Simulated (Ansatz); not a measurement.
# GaH₃O with the probe H2: a probe moved round a molecule

A grid of calculations on GaH₃O with the probe H2, to see where the energy is lowest and how it rises around there.

The runs use Ansatz 0.2.0; RKS PBE-D4/def2-SVPD.

### Step 1. Where the work starts

5 atoms, charge 0, spin multiplicity 1.

Atoms are counted from 1 here; the program's logs count them from 0.

Bond lengths: Ga1–H2 1.563 Å, Ga1–H3 1.572 Å, Ga1–O4 1.820 Å, O4–H5 0.973 Å. Angles: H2–Ga1–H3 130.5°, H2–Ga1–O4 112.3°, H3–Ga1–O4 117.1°, Ga1–O4–H5 114.0°.

Coordinates:

```xyz
5
charge 0, multiplicity 1
Ga    0.34944    0.43835   -0.10556
H     1.90784    0.46095   -0.22767
H    -0.70208    1.60018   -0.23544
O    -0.29338   -1.22866    0.24383
H    -1.26182   -1.27082    0.32483
```

This geometry comes from a loose relaxation at PBE in a small basis, which is not shown.

### Step 2. The minimum at this level

input.yaml

```yaml
crystal:
  periodic: [false, false, false]
  atoms:
    - { symbol: Ga, position_ang: [0.34944, 0.43835, -0.105561] }
    - { symbol: H, position_ang: [1.907836, 0.460948, -0.227665] }
    - { symbol: H, position_ang: [-0.702077, 1.600179, -0.235438] }
    - { symbol: O, position_ang: [-0.29338, -1.228656, 0.243835] }
    - { symbol: H, position_ang: [-1.261819, -1.270821, 0.324829] }
basis:
  gaussian: { orbitals: def2-SVPD }
hamiltonian:
  xc: pbe
  dispersion: d4
output:
  forces: true
relax:
  f_tol: 0.003
  max_steps: 120
```

The run is started by

```bash
$ ansatz run input.yaml --threads 1 --pin off --max-ram 2560MiB --backend cpu --events-out ev --progress --plain --runs-dir out
```

The log of the run:

```text
Warning: RAYON_NUM_THREADS=1 ignored (pool sized by the plan → 1); use --threads N
The last accepted step is kept in <dir> (removed where the run ends without a failure and the disk answers)
Engine: ansatz 0.2.0, aarch64-unknown-linux-gnu
Functional definition: PBE
  parameter kappa = 0.804
  parameter beta = 0.06672455060314922
  exchange = pbe_x(kappa = kappa, mu = beta*pi^2/3)
  correlation = pbe_c(beta = beta)
792 factors; their error is unknown
mean field evaluation 1: about -54447.5496 eV, gradient 7.0e1 eV
mean field evaluation 2: about -54350.4609 eV, gradient 1.9e2 eV
mean field evaluation 4: about -54455.4719 eV, gradient 1.9e1 eV
mean field evaluation 8: about -54455.9085 eV, gradient 6.1e-2 eV
mean field evaluation 16: about -54455.8838 eV, gradient 4.5e-5 eV
mean field -54455.88380761 eV, -2001.2168184057 hartree, gradient 4.5e-5 eV, S^2 0.000000; 0 other end points of the search recorded, 0 dependent functions left out
the calculation of the forces begins
reference -54455.88384822 eV, -2001.2168198983 hartree; 21, 21 occupied and 64, 64 virtual orbitals, 792 factors
relax step   1: F+E_penalty+E_count = -54455.93880053 eV  Δ(F+E_penalty+E_count) = +0.000e0 eV  max|allowed force component| = 2.383e-3 eV/Å  Δτ_max = 0.0000 Å  (26 SCF iters, accepted)
Total energy: -54455.93884115 eV, -2001.2188408511 hartree
Atom 0 at     0.349440     0.438350    -0.105561 Å, force     0.001851     0.001086    -0.000224 eV/Å
Atom 1 at     1.907836     0.460948    -0.227665 Å, force    -0.000221     0.000017    -0.000034 eV/Å
Atom 2 at    -0.702077     1.600179    -0.235438 Å, force    -0.000809     0.001674    -0.000279 eV/Å
Atom 3 at    -0.293380    -1.228656     0.243835 Å, force    -0.000549    -0.002383     0.000463 eV/Å
Atom 4 at    -1.261819    -1.270821     0.324829 Å, force    -0.000271    -0.000395     0.000074 eV/Å
Dipole moment:    -0.170956     0.263638    -0.034611 e Å
```

It took 1.7 s on 1 thread of Arm Neoverse V1, shared host; peak memory 0.11 GiB.

### Step 3. Reference run: H₂, relaxed

input.yaml

```yaml
crystal:
  periodic: [false, false, false]
  atoms:
    - { symbol: H, position_ang: [0.0, 0.0, 0.0] }
    - { symbol: H, position_ang: [0.0, 0.0, 0.72] }
basis:
  gaussian: { orbitals: def2-SVPD }
hamiltonian:
  xc: pbe
  dispersion: d4
output:
  forces: true
relax:
  f_tol: 0.003
  max_steps: 120
```

The run is started by

```bash
$ ansatz run input.yaml --threads 1 --pin off --max-ram 2560MiB --backend cpu --events-out ev --progress --plain --runs-dir out
```

The log of the run (excerpt; [...] marks lines left out):

```text
Warning: RAYON_NUM_THREADS=1 ignored (pool sized by the plan → 1); use --threads N
[...]
[... 1 set-up line as earlier in the session ...]
[...]
128 factors; their error is unknown
[...]
mean field -31.54006118 eV, -1.1590758697 hartree, gradient 5.0e-6 eV, S^2 0.000000; 0 other end points of the search recorded, 0 dependent functions left out
[...]
reference -31.54007525 eV, -1.1590763870 hartree; 1, 1 occupied and 15, 15 virtual orbitals, 128 factors
relax step   1: F+E_penalty+E_count = -31.54207342 eV  Δ(F+E_penalty+E_count) = +0.000e0 eV  max|allowed force component| = 1.878e0 eV/Å  Δτ_max = 0.0000 Å  (16 SCF iters, accepted)
[...]
relax step   3: F+E_penalty+E_count = -31.58460386 eV  Δ(F+E_penalty+E_count) = -2.098e-4 eV  max|allowed force component| = 3.344e-3 eV/Å  Δτ_max = 0.0017 Å  (12 SCF iters, accepted)
[...]
relax step   4: F+E_penalty+E_count = -31.58460402 eV  Δ(F+E_penalty+E_count) = -1.651e-7 eV  max|allowed force component| = 3.687e-6 eV/Å  Δτ_max = 0.0000 Å  (11 SCF iters, accepted)
128 factors; their error is unknown
[...]
mean field -31.58257065 eV, -1.1606380639 hartree, gradient 1.1e-6 eV, S^2 0.000000; 1 other end points of the search recorded, 0 dependent functions left out
[...]
reference -31.58258493 eV, -1.1606385889 hartree; 1, 1 occupied and 15, 15 virtual orbitals, 128 factors
Total energy: -31.58461831 eV, -1.1607133140 hartree
Atom 0 at    -0.000000     0.000000    -0.023830 Å, force    -0.000000     0.000000    -0.000004 eV/Å
Atom 1 at     0.000000    -0.000000     0.743830 Å, force     0.000000    -0.000000     0.000004 eV/Å
Dipole moment:     0.000000    -0.000000    -0.000000 e Å
```

It took 0.34 s on 1 thread of Arm Neoverse V1, shared host; peak memory 0.066 GiB.

Step by step:

| step | energy from step 1 (eV) | largest force component (eV/Å) |
| --- | --- | --- |
| 1 | 0.0000 | 1.8777 |
| 2 | -0.0423 | 0.1200 |
| 3 | -0.0425 | 0.0033 |
| 4 | -0.0425 | 0.0000 |

The bond:

| bond | before (Å) | after (Å) | change (Å) |
| --- | --- | --- | --- |
| H1–H2 | 0.720 | 0.768 | +0.048 |

### Step 4. Setting up the map

The probe is moved over a plane parallel to the molecule's main plane, 1.70 Å above it (x and y are the axes of that plane, centred on the molecule).

- x of the probe's H atom: 17 values from −3.12 to 3.12 Å
- y of the probe's H atom: 17 values from −3.12 to 3.12 Å

Nothing else is relaxed (molecule and probe rigid, the probe upright with H nearest the plane). Energies count from molecule and probe far apart, each relaxed in its own basis (no counterpoise correction). Points are written as (first, second).

The probe H2 moves over a plane: parallel to the molecule's main plane, 1.70 Å above it. The molecule is turned into the frame of its main axes, as the inputs below show.

Of the runs on the grid, 3 are shown in the steps below; the others differ only in the two coordinates.

### Step 5. The run at (0.00 Å, 2.73 Å)

input.yaml

```yaml
crystal:
  periodic: [false, false, false]
  atoms:
    - { symbol: Ga, position_ang: [-0.568749, 0.0439, 2.1e-05] }
    - { symbol: H, position_ang: [-1.653223, -1.082125, -1.2e-05] }
    - { symbol: H, position_ang: [-0.72146, 1.608854, -5.0e-06] }
    - { symbol: O, position_ang: [1.124182, -0.625569, 9.0e-06] }
    - { symbol: H, position_ang: [1.819249, 0.054941, -1.2e-05] }
    - { symbol: H, position_ang: [0.0, 2.73, 1.7] }
    - { symbol: H, position_ang: [0.0, 2.73, 2.467659] }
basis:
  gaussian: { orbitals: def2-SVPD }
hamiltonian:
  xc: pbe
  dispersion: d4
output:
  forces: true
```

The run is started by

```bash
$ ansatz run input.yaml --threads 1 --pin off --max-ram 2560MiB --backend cpu --events-out ev --progress --plain --runs-dir out
```

The log of the run (excerpt; [...] marks lines left out):

```text
Warning: RAYON_NUM_THREADS=1 ignored (pool sized by the plan → 1); use --threads N
[...]
[... 1 set-up line as earlier in the session ...]
[...]
920 factors; their error is unknown
[...]
mean field -54487.45861616 eV, -2002.3771712180 hartree, gradient 3.9e-5 eV, S^2 0.000000; 0 other end points of the search recorded, 0 dependent functions left out
[...]
reference -54487.45866254 eV, -2002.3771729224 hartree; 22, 22 occupied and 79, 79 virtual orbitals, 920 factors
Total energy: -54487.53362214 eV, -2002.3799276368 hartree
Atom 0 at    -0.568749     0.043900     0.000021 Å, force    -0.012479     0.000223    -0.027517 eV/Å
Atom 1 at    -1.653223    -1.082125    -0.000012 Å, force    -0.001999    -0.000678     0.007121 eV/Å
Atom 2 at    -0.721460     1.608854    -0.000005 Å, force    -0.016609    -0.061894    -0.086073 eV/Å
Atom 3 at     1.124182    -0.625569     0.000009 Å, force    -0.002090     0.008302     0.004997 eV/Å
Atom 4 at     1.819249     0.054941    -0.000012 Å, force     0.005141    -0.001077     0.000639 eV/Å
Atom 5 at     0.000000     2.730000     1.700000 Å, force    -0.004652     0.014637     0.039800 eV/Å
Atom 6 at     0.000000     2.730000     2.467659 Å, force     0.032688     0.040487     0.061033 eV/Å
Dipole moment:    -0.084433     0.303692    -0.001298 e Å
```

It took 2.3 s on 1 thread of Arm Neoverse V1, shared host; peak memory 0.11 GiB.

That is −1.0 kJ/mol from the zero.

### Step 6. Grid point (0.78 Å, −2.73 Å)

Edit input.yaml of step 5 so:

```diff
@@ -8,4 +8,4 @@
     - { symbol: H, position_ang: [1.819249, 0.054941, -1.2e-05] }
-    - { symbol: H, position_ang: [0.0, 2.73, 1.7] }
-    - { symbol: H, position_ang: [0.0, 2.73, 2.467659] }
+    - { symbol: H, position_ang: [0.78, -2.73, 1.7] }
+    - { symbol: H, position_ang: [0.78, -2.73, 2.467659] }
 basis:
```

The run is started by

```bash
$ ansatz run input.yaml --threads 1 --pin off --max-ram 2560MiB --backend cpu --events-out ev --progress --plain --runs-dir out
```

The log of the run (excerpt; [...] marks lines left out):

```text
Warning: RAYON_NUM_THREADS=1 ignored (pool sized by the plan → 1); use --threads N
[...]
[... 1 set-up line as earlier in the session ...]
[...]
920 factors; their error is unknown
[...]
mean field -54487.49262717 eV, -2002.3784210996 hartree, gradient 3.5e-5 eV, S^2 0.000000; 0 other end points of the search recorded, 0 dependent functions left out
[...]
reference -54487.49267365 eV, -2002.3784228077 hartree; 22, 22 occupied and 79, 79 virtual orbitals, 920 factors
Total energy: -54487.56749013 eV, -2002.3811722626 hartree
Atom 0 at    -0.568749     0.043900     0.000021 Å, force    -0.008346     0.000528     0.010527 eV/Å
Atom 1 at    -1.653223    -1.082125    -0.000012 Å, force     0.001319     0.000659    -0.002055 eV/Å
Atom 2 at    -0.721460     1.608854    -0.000005 Å, force     0.001025    -0.002570    -0.001872 eV/Å
Atom 3 at     1.124182    -0.625569     0.000009 Å, force     0.001723     0.007091    -0.024097 eV/Å
Atom 4 at     1.819249     0.054941    -0.000012 Å, force     0.004211    -0.004965    -0.000445 eV/Å
Atom 5 at     0.780000    -2.730000     1.700000 Å, force     0.019946     0.042232    -0.004821 eV/Å
Atom 6 at     0.780000    -2.730000     2.467659 Å, force    -0.019878    -0.042976     0.022762 eV/Å
Dipole moment:    -0.074927     0.317849    -0.016444 e Å
```

It took 2.3 s on 1 thread of Arm Neoverse V1, shared host; peak memory 0.11 GiB.

That is −4.2 kJ/mol from the zero.

### Step 7. Point (0.39 Å, −2.73 Å)

Edit input.yaml of step 6 so:

```diff
@@ -8,4 +8,4 @@
     - { symbol: H, position_ang: [1.819249, 0.054941, -1.2e-05] }
-    - { symbol: H, position_ang: [0.78, -2.73, 1.7] }
-    - { symbol: H, position_ang: [0.78, -2.73, 2.467659] }
+    - { symbol: H, position_ang: [0.39, -2.73, 1.7] }
+    - { symbol: H, position_ang: [0.39, -2.73, 2.467659] }
 basis:
```

The run is started by

```bash
$ ansatz run input.yaml --threads 1 --pin off --max-ram 2560MiB --backend cpu --events-out ev --progress --plain --runs-dir out
```

The log of the run (excerpt; [...] marks lines left out):

```text
Warning: RAYON_NUM_THREADS=1 ignored (pool sized by the plan → 1); use --threads N
[...]
[... 1 set-up line as earlier in the session ...]
[...]
920 factors; their error is unknown
[...]
mean field -54487.49124365 eV, -2002.3783702561 hartree, gradient 3.6e-5 eV, S^2 0.000000; 0 other end points of the search recorded, 0 dependent functions left out
[...]
reference -54487.49128997 eV, -2002.3783719584 hartree; 22, 22 occupied and 79, 79 virtual orbitals, 920 factors
Total energy: -54487.56709519 eV, -2002.3811577487 hartree
Atom 0 at    -0.568749     0.043900     0.000021 Å, force    -0.009087     0.003113     0.011761 eV/Å
Atom 1 at    -1.653223    -1.082125    -0.000012 Å, force     0.000399     0.002604    -0.005456 eV/Å
Atom 2 at    -0.721460     1.608854    -0.000005 Å, force     0.000335    -0.002535    -0.001943 eV/Å
Atom 3 at     1.124182    -0.625569     0.000009 Å, force     0.004432     0.006609    -0.016560 eV/Å
Atom 4 at     1.819249     0.054941    -0.000012 Å, force     0.001583    -0.006105    -0.003080 eV/Å
Atom 5 at     0.390000    -2.730000     1.700000 Å, force     0.026443     0.024920    -0.000011 eV/Å
Atom 6 at     0.390000    -2.730000     2.467659 Å, force    -0.024105    -0.028606     0.015289 eV/Å
Dipole moment:    -0.072524     0.312881    -0.011243 e Å
```

Wall time 2.6 s (1 thread of Arm Neoverse V1, shared host); peak memory 0.11 GiB.

On the map this point reads −4.2 kJ/mol.

### Step 8. All points together

289 points were computed. Energies in kJ/mol, from molecule and probe far apart, each relaxed in its own basis (no counterpoise correction); the table lists every other line.

| y of the probe's H atom (Å) ↓, x of the probe's H atom (Å) → | −3.12 | −2.34 | −1.56 | −0.78 | 0.00 | 0.78 | 1.56 | 2.34 | 3.12 |
| --- | --- | --- | --- | --- | --- | --- | --- | --- | --- |
| 3.12 | −1.8 | −2.5 | −2.3 | −1.9 | −2.3 | −2.8 | −2.3 | −1.6 | −1.0 |
| 2.34 | −2.7 | −2.5 | 0.9 | 4.1 | 1.8 | −2.2 | −3.4 | −2.6 | −1.7 |
| 1.56 | −3.5 | −1.8 | 5.9 | 13.9 | 10.2 | 1.9 | −1.8 | −2.7 | −2.4 |
| 0.78 | −3.7 | −1.0 | 9.9 | 25.1 | 22.3 | 13.0 | 7.6 | 1.2 | −2.0 |
| 0.00 | −2.7 | 2.6 | 16.1 | 38.9 | 35.5 | 29.2 | 23.3 | 7.5 | −1.2 |
| −0.78 | −1.4 | 6.1 | 16.3 | 23.5 | 24.8 | 28.3 | 20.8 | 5.2 | −1.9 |
| −1.56 | −1.8 | 3.1 | 8.9 | 8.0 | 6.7 | 8.4 | 4.1 | −1.8 | −3.1 |
| −2.34 | −2.5 | −1.6 | −0.3 | −1.3 | −2.9 | −3.3 | −3.9 | −3.9 | −2.9 |
| −3.12 | −2.0 | −2.5 | −2.7 | −3.3 | −3.7 | −3.8 | −3.5 | −2.8 | −1.9 |

On the same grid, dipole moment (D):

```csv
"y of the probe's H atom (Å) ↓, x of the probe's H atom (Å) →",−3.12,−2.34,−1.56,−0.78,0.00,0.78,1.56,2.34,3.12
3.12,1.53,1.53,1.51,1.51,1.52,1.53,1.54,1.54,1.53
2.34,1.54,1.53,1.51,1.49,1.52,1.54,1.54,1.54,1.53
1.56,1.55,1.57,1.59,1.60,1.60,1.55,1.52,1.53,1.52
0.78,1.54,1.60,1.74,1.85,1.71,1.47,1.44,1.48,1.50
0.00,1.51,1.53,1.64,1.78,1.56,1.40,1.50,1.47,1.47
−0.78,1.50,1.49,1.47,1.46,1.39,1.66,1.77,1.57,1.50
−1.56,1.51,1.52,1.52,1.44,1.46,1.69,1.76,1.62,1.53
−2.34,1.51,1.52,1.52,1.50,1.51,1.60,1.64,1.59,1.55
−3.12,1.51,1.51,1.51,1.51,1.52,1.55,1.57,1.56,1.54
```

### Step 9. Results

| quantity | value |
| --- | --- |
| lowest point | (0.78 Å, −2.73 Å), −4.2 kJ/mol |
| highest computed point | (−0.39 Å, 0.00 Å), 45.6 kJ/mol above the lowest |
| dipole moment (D) | 1.39 at (0.00 Å, −0.78 Å) to 1.88 at (−0.78 Å, 0.39 Å); 1.57 at the lowest point |
| time for the whole task | 13 min on 1 thread, shared host |

**Reading.** The lowest computed point is at (0.78 Å, −2.73 Å), −4.2 kJ/mol from molecule and probe far apart, each relaxed in its own basis (no counterpoise correction). The highest computed point, (−0.39 Å, 0.00 Å), lies 45.6 kJ/mol above the lowest. No counterpoise correction was made, so wells between separate parts tend to come out somewhat too deep.
